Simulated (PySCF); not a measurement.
# ReOBr4: other spin states and a change of charge

Aim: at the relaxed geometry of ReOBr4, try other spin states and a change of charge. The species was built from a template and needn't be a known compound.

Program: PySCF 2.14.0. Level of theory: B3LYP, Re def2-SVP with ECP60, O def2-SVP, Br def2-SVP; scalar-relativistic core potentials, no spin–orbit coupling. These are calculated values, not measurements.

3 further runs of the same task are left out: 2 for a known fault of the program, 1 that didn't finish.

## (1) Starting geometry

6 atoms, charge 0, spin multiplicity 2.

Bond lengths: Re1–O2 1.666 Å, Re1–Br3 2.469 Å, Re1–Br4 2.469 Å, Re1–Br5 2.469 Å, Re1–Br6 2.469 Å. Angles: O2–Re1–Br3 105.4°, O2–Re1–Br4 105.4°, O2–Re1–Br5 105.4°, O2–Re1–Br6 105.4°, Br3–Re1–Br4 85.9°, Br3–Re1–Br5 149.1°, Br3–Re1–Br6 85.9°, Br4–Re1–Br5 85.9°, Br4–Re1–Br6 149.1°, Br5–Re1–Br6 85.9°.

Geometry (Å):

```xyz
6

Re    0.0000    0.0000    0.3303
O     0.0000    0.0000    1.9962
Br    2.3799    0.0000   -0.3264
Br    0.0000    2.3799   -0.3264
Br   -2.3799    0.0000   -0.3264
Br    0.0000   -2.3799   -0.3264
```

Formal oxidation states: Re +6. An earlier session relaxed this geometry at B3LYP, Re def2-SVP with ECP60, O def2-SVP, Br def2-SVP (doublet, point group C4v).

Its energy there is -10449.127365 Eh.

## (2) Multiplicity 4 at the relaxed geometry

Input file run.py (the lines that set the calculation):

```python
mol = gto.M(atom='''
Re     0.00000     0.00000     0.33026
O      0.00000     0.00000     1.99617
Br     2.37992     0.00000    -0.32640
Br     0.00000     2.37992    -0.32640
Br    -2.37992     0.00000    -0.32640
Br     0.00000    -2.37992    -0.32640''',
    basis={'Re': 'def2-SVP', 'O': 'def2-SVP', 'Br': 'def2-SVP'},
    ecp={'Re': 'def2-SVP'},
    charge=0, spin=3)
mf = dft.UKS(mol, xc='B3LYP')
mf.grids.atom_grid = (50, 194)
mf = mf.density_fit()  # fitting sets: Re def2-universal-JKFIT, O def2-universal-JKFIT, Br def2-universal-JKFIT
mf.conv_tol = 1e-08; mf.max_cycle = 55
mf.kernel(dm0)  # dm0: free metal ions and neutral atoms
```

The run is started by

```sh
OMP_NUM_THREADS=4 python run.py
```

The program printed:

```text
init E= -10529.7431039752
cycle= 1 E= -10445.1311089713  delta_E= 84.6  |g|= 3.69  |ddm|=  3.8
cycle= 2 E= -10422.1536600603  delta_E=   23  |g|= 5.14  |ddm|= 15.3
cycle= 3 E= -10437.3386367128  delta_E= -15.2  |g|= 4.33  |ddm|= 15.3
  HOMO = -0.331522582607  LUMO = -0.313091533969  gap/eV = 0.50153
cycle= 4 E= -10444.2724882642  delta_E= -6.93  |g|= 2.93  |ddm|= 3.14
  HOMO = -0.326404475295  LUMO = -0.296628520104  gap/eV = 0.81025
cycle= 5 E= -10445.6425937292  delta_E= -1.37  |g|= 2.44  |ddm|= 0.631
cycle= 6 E= -10447.9165911498  delta_E= -2.27  |g|= 1.59  |ddm|= 2.47
cycle= 7 E= -10448.5340509897  delta_E= -0.617  |g|= 1.15  |ddm|= 1.86
cycle= 8 E= -10448.9436193531  delta_E= -0.41  |g|= 0.469  |ddm|= 0.98
cycle= 9 E= -10449.0362574645  delta_E= -0.0926  |g|= 0.174  |ddm|= 0.34
cycle= 10 E= -10449.0475755592  delta_E= -0.0113  |g|= 0.0934  |ddm|= 0.158
cycle= 11 E= -10449.05128234  delta_E= -0.00371  |g|= 0.0253  |ddm|= 0.0904
cycle= 12 E= -10449.0515843526  delta_E= -0.000302  |g|= 0.00477  |ddm|= 0.0308
cycle= 13 E= -10449.0515964536  delta_E= -1.21e-05  |g|= 0.00187  |ddm|= 0.00791
cycle= 14 E= -10449.0515984584  delta_E= -2e-06  |g|= 0.00044  |ddm|= 0.003
cycle= 15 E= -10449.0515989361  delta_E= -4.78e-07  |g|= 0.000168  |ddm|= 0.00226
cycle= 16 E= -10449.0515991247  delta_E= -1.89e-07  |g|= 9.35e-05  |ddm|= 0.00185
cycle= 17 E= -10449.0515991924  delta_E= -6.77e-08  |g|= 6.23e-05  |ddm|= 0.00116
cycle= 18 E= -10449.0515992444  delta_E= -5.2e-08  |g|= 6.61e-05  |ddm|= 0.00116
cycle= 19 E= -10449.0515992577  delta_E= -1.33e-08  |g|= 5.23e-05  |ddm|= 0.000281
cycle= 20 E= -10449.0515992718  delta_E= -1.41e-08  |g|= 5.24e-05  |ddm|= 0.000312
cycle= 21 E= -10449.0515992615  delta_E= 1.03e-08  |g|= 5.3e-05  |ddm|= 0.000228
cycle= 22 E= -10449.0515991007  delta_E= 1.61e-07  |g|= 5.07e-05  |ddm|= 0.00375
cycle= 23 E= -10449.0515986789  delta_E= 4.22e-07  |g|= 4.12e-05  |ddm|= 0.0126
cycle= 24 E= -10449.0515984571  delta_E= 2.22e-07  |g|= 4.01e-05  |ddm|= 0.0114
cycle= 25 E= -10449.0515984084  delta_E= 4.87e-08  |g|= 1.87e-05  |ddm|= 0.00491
cycle= 26 E= -10449.051598391  delta_E= 1.74e-08  |g|= 1.34e-05  |ddm|= 0.0033
cycle= 27 E= -10449.0515983863  delta_E= 4.74e-09  |g|= 6.85e-06  |ddm|= 0.0024
Extra cycle  E= -10449.0515983862  delta_E= 6.91e-11  |g|= 1.65e-05  |ddm|= 2.23e-05
converged SCF energy = -10449.0515983862  <S^2> = 3.7600922  2S+1 = 4.0050429
```

It took 17 s on 4 threads of Intel Xeon 6975P-C (Granite Rapids), shared host.

Read off: E = -10449.051598 Eh (+2.062 eV from the relaxed state), HOMO -5.54 eV, LUMO -6.62 eV (over both spins), ⟨S²⟩ = 3.760, Mulliken charge on Re1 +0.68 e. An empty level of one spin lies below a filled level of the other.

## (3) One electron removed, multiplicity 1

run.py (the lines that set the calculation): that of step 2 with these lines changed.

```diff
@@ -9,4 +9,4 @@
     ecp={'Re': 'def2-SVP'},
-    charge=0, spin=3)
-mf = dft.UKS(mol, xc='B3LYP')
+    charge=1, spin=0)
+mf = dft.RKS(mol, xc='B3LYP')
 mf.grids.atom_grid = (50, 194)
@@ -14,2 +14,2 @@
 mf.conv_tol = 1e-08; mf.max_cycle = 55
-mf.kernel(dm0)  # dm0: free metal ions and neutral atoms
+mf.kernel(dm0)  # dm0: the density of the relaxed state
```

The run is started by

```sh
OMP_NUM_THREADS=4 python run.py
```

The program printed:

```text
init E= -10449.1011414714
  HOMO = -0.280544415550264  LUMO = -0.246383872713885  gap/eV = 0.92956
cycle= 1 E= -10448.731776715  delta_E= 0.369  |g|= 0.396  |ddm|= 1.01
  HOMO = -0.491553688104302  LUMO = -0.487996985739329  gap/eV = 0.09678
cycle= 2 E= -10447.6129541726  delta_E= 1.12  |g|= 2.15  |ddm|= 3.18
  HOMO = -0.480720532554985  LUMO = -0.440888390999961  gap/eV = 1.08389
cycle= 3 E= -10448.7657053049  delta_E= -1.15  |g|= 0.174  |ddm|= 3.02
  HOMO = -0.464867427659419  LUMO = -0.42702148217905  gap/eV = 1.02984
cycle= 4 E= -10448.7600073369  delta_E= 0.0057  |g|= 0.232  |ddm|= 0.348
  HOMO = -0.46558358251267  LUMO = -0.420637012494883  gap/eV = 1.22306
cycle= 5 E= -10448.771149402  delta_E= -0.0111  |g|= 0.0738  |ddm|= 0.24
  HOMO = -0.46657742459668  LUMO = -0.420031454700144  gap/eV = 1.26658
cycle= 6 E= -10448.7722135061  delta_E= -0.00106  |g|= 0.00822  |ddm|= 0.0574
  HOMO = -0.467062204851389  LUMO = -0.41996847466438  gap/eV = 1.28149
cycle= 7 E= -10448.7722328941  delta_E= -1.94e-05  |g|= 0.00118  |ddm|= 0.00901
  HOMO = -0.467013289704908  LUMO = -0.419896816457798  gap/eV = 1.28210
cycle= 8 E= -10448.7722331617  delta_E= -2.68e-07  |g|= 0.000456  |ddm|= 0.0013
  HOMO = -0.466981334818084  LUMO = -0.419866573399485  gap/eV = 1.28206
cycle= 9 E= -10448.7722332102  delta_E= -4.85e-08  |g|= 0.000112  |ddm|= 0.000531
  HOMO = -0.466980554232019  LUMO = -0.419865891503469  gap/eV = 1.28206
cycle= 10 E= -10448.77223321  delta_E= 1.86e-10  |g|= 0.000101  |ddm|= 0.000237
  HOMO = -0.466980531494639  LUMO = -0.419866035774994  gap/eV = 1.28205
cycle= 11 E= -10448.7722332132  delta_E= -3.24e-09  |g|= 3.4e-05  |ddm|= 0.000168
  HOMO = -0.466980542732649  LUMO = -0.41987288003758  gap/eV = 1.28186
Extra cycle  E= -10448.7722332075  delta_E= 5.68e-09  |g|= 0.000153  |ddm|= 0.000172
converged SCF energy = -10448.7722332075
```

It took 5 s on 4 threads of Intel Xeon 6975P-C (Granite Rapids), shared host.

Read off: E = -10448.772233 Eh (+9.664 eV from the relaxed state), HOMO -12.71 eV, LUMO -11.43 eV, Mulliken charge on Re1 +0.78 e. The gap is small, and the closed shell wasn't tested for a lower spin-broken solution.

## (4) One electron removed, multiplicity 3

run.py (the lines that set the calculation): that of step 3 with these lines changed.

```diff
@@ -9,4 +9,4 @@
     ecp={'Re': 'def2-SVP'},
-    charge=1, spin=0)
-mf = dft.RKS(mol, xc='B3LYP')
+    charge=1, spin=2)
+mf = dft.UKS(mol, xc='B3LYP')
 mf.grids.atom_grid = (50, 194)
```

The run is started by

```sh
OMP_NUM_THREADS=4 python run.py
```

The program printed:

```text
init E= -10449.1273647922
  HOMO = -0.28463040472  LUMO = -0.276434009959  gap/eV = 0.22304
cycle= 1 E= -10448.7655087476  delta_E= 0.362  |g|= 0.143  |ddm|= 0.935
  HOMO = -0.501882405585  LUMO = -0.447557884112  gap/eV = 1.47825
cycle= 2 E= -10448.7450721908  delta_E= 0.0204  |g|= 0.291  |ddm|= 0.498
  HOMO = -0.487269479394  LUMO = -0.431841301682  gap/eV = 1.50828
cycle= 3 E= -10448.7689325829  delta_E= -0.0239  |g|= 0.161  |ddm|= 0.29
  HOMO = -0.480787222093  LUMO = -0.424013008456  gap/eV = 1.54491
cycle= 4 E= -10448.7780063539  delta_E= -0.00907  |g|= 0.0389  |ddm|= 0.123
  HOMO = -0.478640330064  LUMO = -0.42212462757  gap/eV = 1.53787
cycle= 5 E= -10448.7781543704  delta_E= -0.000148  |g|= 0.0294  |ddm|= 0.0589
  HOMO = -0.477990500722  LUMO = -0.421172683695  gap/eV = 1.54609
cycle= 6 E= -10448.7786478869  delta_E= -0.000494  |g|= 0.0036  |ddm|= 0.0345
  HOMO = -0.477855243824  LUMO = -0.421044714079  gap/eV = 1.54589
cycle= 7 E= -10448.7786574619  delta_E= -9.58e-06  |g|= 0.000773  |ddm|= 0.00605
  HOMO = -0.477835455196  LUMO = -0.421019516107  gap/eV = 1.54604
cycle= 8 E= -10448.7786581329  delta_E= -6.71e-07  |g|= 0.000307  |ddm|= 0.00164
  HOMO = -0.477814777808  LUMO = -0.421002106584  gap/eV = 1.54595
cycle= 9 E= -10448.7786583523  delta_E= -2.19e-07  |g|= 0.000129  |ddm|= 0.00129
  HOMO = -0.477810382086  LUMO = -0.421000224248  gap/eV = 1.54588
cycle= 10 E= -10448.7786583808  delta_E= -2.85e-08  |g|= 0.000128  |ddm|= 0.000655
  HOMO = -0.477809944392  LUMO = -0.420999933863  gap/eV = 1.54588
cycle= 11 E= -10448.7786583921  delta_E= -1.12e-08  |g|= 6.32e-05  |ddm|= 0.0003
  HOMO = -0.477809651203  LUMO = -0.420999507281  gap/eV = 1.54588
cycle= 12 E= -10448.7786583972  delta_E= -5.16e-09  |g|= 1.63e-05  |ddm|= 0.000167
  HOMO = -0.477810124679  LUMO = -0.420999413156  gap/eV = 1.54590
Extra cycle  E= -10448.7786583972  delta_E= -2.36e-11  |g|= 3.31e-05  |ddm|= 6.24e-05
converged SCF energy = -10448.7786583972  <S^2> = 2.007444  2S+1 = 3.0049586
```

Wall time 9 s (4 threads of Intel Xeon 6975P-C (Granite Rapids), shared host).

Read off: E = -10448.778658 Eh (+9.489 eV from the relaxed state), HOMO -13.00 eV, LUMO -11.46 eV (over both spins), ⟨S²⟩ = 2.007, Mulliken charge on Re1 +0.76 e. 

## (5) One electron added, multiplicity 1

run.py (the lines that set the calculation): that of step 4 with these lines changed.

```diff
@@ -9,4 +9,4 @@
     ecp={'Re': 'def2-SVP'},
-    charge=1, spin=2)
-mf = dft.UKS(mol, xc='B3LYP')
+    charge=-1, spin=0)
+mf = dft.RKS(mol, xc='B3LYP')
 mf.grids.atom_grid = (50, 194)
```

The run is started by

```sh
OMP_NUM_THREADS=4 python run.py
```

The program printed:

```text
init E= -10449.1011414714
  HOMO = -0.246383872713885  LUMO = -0.157576611896652  gap/eV = 2.41657
cycle= 1 E= -10449.1987039656  delta_E= -0.0976  |g|= 0.483  |ddm|= 1.01
  HOMO = 0.0670758086256036  LUMO = 0.171418588816846  gap/eV = 2.83931
cycle= 2 E= -10448.8532553291  delta_E= 0.345  |g|= 1.26  |ddm|= 1.79
  HOMO = -0.0548550805657466  LUMO = 0.0640213147808511  gap/eV = 3.23479
cycle= 3 E= -10449.2460684118  delta_E= -0.393  |g|= 0.271  |ddm|= 1.23
  HOMO = -0.0655208201004861  LUMO = 0.0436638378737494  gap/eV = 2.97107
cycle= 4 E= -10449.2582627864  delta_E= -0.0122  |g|= 0.0928  |ddm|= 0.263
  HOMO = -0.0669220555631709  LUMO = 0.046780562448861  gap/eV = 3.09401
cycle= 5 E= -10449.2603385041  delta_E= -0.00208  |g|= 0.0268  |ddm|= 0.12
  HOMO = -0.0669820879788333  LUMO = 0.0466043322743216  gap/eV = 3.09084
cycle= 6 E= -10449.2604462949  delta_E= -0.000108  |g|= 0.00312  |ddm|= 0.0195
  HOMO = -0.066796499724824  LUMO = 0.0467653111567267  gap/eV = 3.09017
cycle= 7 E= -10449.2604490519  delta_E= -2.76e-06  |g|= 0.000497  |ddm|= 0.00497
  HOMO = -0.0667744292204893  LUMO = 0.0468036116640884  gap/eV = 3.09062
cycle= 8 E= -10449.2604491131  delta_E= -6.11e-08  |g|= 0.000164  |ddm|= 0.000747
  HOMO = -0.0667819902895005  LUMO = 0.0467968065410325  gap/eV = 3.09064
cycle= 9 E= -10449.2604491191  delta_E= -6.06e-09  |g|= 5.99e-05  |ddm|= 0.000179
  HOMO = -0.0667982242972316  LUMO = 0.0467795967026854  gap/eV = 3.09061
Extra cycle  E= -10449.2604491137  delta_E= 5.42e-09  |g|= 0.000159  |ddm|= 0.000223
converged SCF energy = -10449.2604491137
```

It took 4.5 s on 4 threads of Intel Xeon 6975P-C (Granite Rapids), shared host.

Result: E = -10449.260449 Eh (-3.621 eV from the relaxed state), HOMO -1.82 eV, LUMO 1.27 eV, Mulliken charge on Re1 +0.59 e. 

## (6) One electron added, multiplicity 3

run.py (the lines that set the calculation): that of step 5 with these lines changed.

```diff
@@ -9,4 +9,4 @@
     ecp={'Re': 'def2-SVP'},
-    charge=-1, spin=0)
-mf = dft.RKS(mol, xc='B3LYP')
+    charge=-1, spin=2)
+mf = dft.UKS(mol, xc='B3LYP')
 mf.grids.atom_grid = (50, 194)
```

The run is started by

```sh
OMP_NUM_THREADS=4 python run.py
```

The program printed:

```text
init E= -10449.1273647922
cycle= 1 E= -10449.1494341496  delta_E= -0.0221  |g|= 0.349  |ddm|= 1.21
  HOMO = 0.124634271321  LUMO = 0.133738493634  gap/eV = 0.24774
cycle= 2 E= -10448.9115018269  delta_E= 0.238  |g|= 0.729  |ddm|= 1.39
  HOMO = -0.0129998451429  LUMO = 0.0124707039455  gap/eV = 0.69309
cycle= 3 E= -10449.2182153581  delta_E= -0.307  |g|= 0.111  |ddm|= 0.984
  HOMO = -0.021505150526  LUMO = 0.0165772168022  gap/eV = 1.03627
cycle= 4 E= -10449.2181458022  delta_E= 6.96e-05  |g|= 0.11  |ddm|= 0.148
  HOMO = -0.0258254238554  LUMO = 0.010965360809  gap/eV = 1.00113
cycle= 5 E= -10449.2227249448  delta_E= -0.00458  |g|= 0.0258  |ddm|= 0.0927
  HOMO = -0.0267802791973  LUMO = 0.0121803826645  gap/eV = 1.06017
cycle= 6 E= -10449.222970819  delta_E= -0.000246  |g|= 0.0032  |ddm|= 0.0255
  HOMO = -0.0269351355099  LUMO = 0.0125862619585  gap/eV = 1.07543
cycle= 7 E= -10449.2229766922  delta_E= -5.87e-06  |g|= 0.00151  |ddm|= 0.00594
  HOMO = -0.0269926018492  LUMO = 0.0126799552065  gap/eV = 1.07955
cycle= 8 E= -10449.2229780765  delta_E= -1.38e-06  |g|= 0.000415  |ddm|= 0.00295
  HOMO = -0.0270521990088  LUMO = 0.0126972570034  gap/eV = 1.08164
cycle= 9 E= -10449.2229782486  delta_E= -1.72e-07  |g|= 0.000137  |ddm|= 0.00108
  HOMO = -0.0270672717172  LUMO = 0.0126961537109  gap/eV = 1.08202
cycle= 10 E= -10449.2229782664  delta_E= -1.78e-08  |g|= 5.11e-05  |ddm|= 0.000348
  HOMO = -0.0270647519683  LUMO = 0.0126994962093  gap/eV = 1.08204
cycle= 11 E= -10449.2229782682  delta_E= -1.87e-09  |g|= 1.73e-05  |ddm|= 9.19e-05
  HOMO = -0.0270580827625  LUMO = 0.0127048102774  gap/eV = 1.08200
Extra cycle  E= -10449.2229782679  delta_E= 3.38e-10  |g|= 3.37e-05  |ddm|= 6.07e-05
converged SCF energy = -10449.2229782679  <S^2> = 2.0090186  2S+1 = 3.0060064
```

Wall time 8.4 s (4 threads of Intel Xeon 6975P-C (Granite Rapids), shared host).

Result: E = -10449.222978 Eh (-2.602 eV from the relaxed state), HOMO -0.74 eV, LUMO 0.35 eV (over both spins), ⟨S²⟩ = 2.009, Mulliken charge on Re1 +0.64 e. 

## (7) The states side by side

| state | energy from the relaxed state (eV) | ⟨S²⟩ | time |
| --- | --- | --- | --- |
| charge 0, doublet, vacuum (relaxed) | 0 | 0.76 |  |
| charge -1, singlet, vacuum | -3.62 | 0.00 | 4.5 s |
| charge -1, triplet, vacuum | -2.60 | 2.01 | 8.4 s |
| charge 0, quartet, vacuum | 2.06 | 3.76 | 17 s |
| charge +1, triplet, vacuum | 9.49 | 2.01 | 9 s |
| charge +1, singlet, vacuum | 9.66 | 0.00 | 5 s |

An electron taken off or put on is at rest in vacuum. 

Removing an electron vertically costs 9.49 eV (triplet), against −HOMO = 7.52 eV. Adding an electron vertically releases 3.62 eV (singlet). The quartet lies 2.06 eV above at this geometry. The bases are small and lack diffuse functions. Spin–orbit coupling is left out for this open shell, where it can reorder the states. Open shells may have lower solutions than the one found.
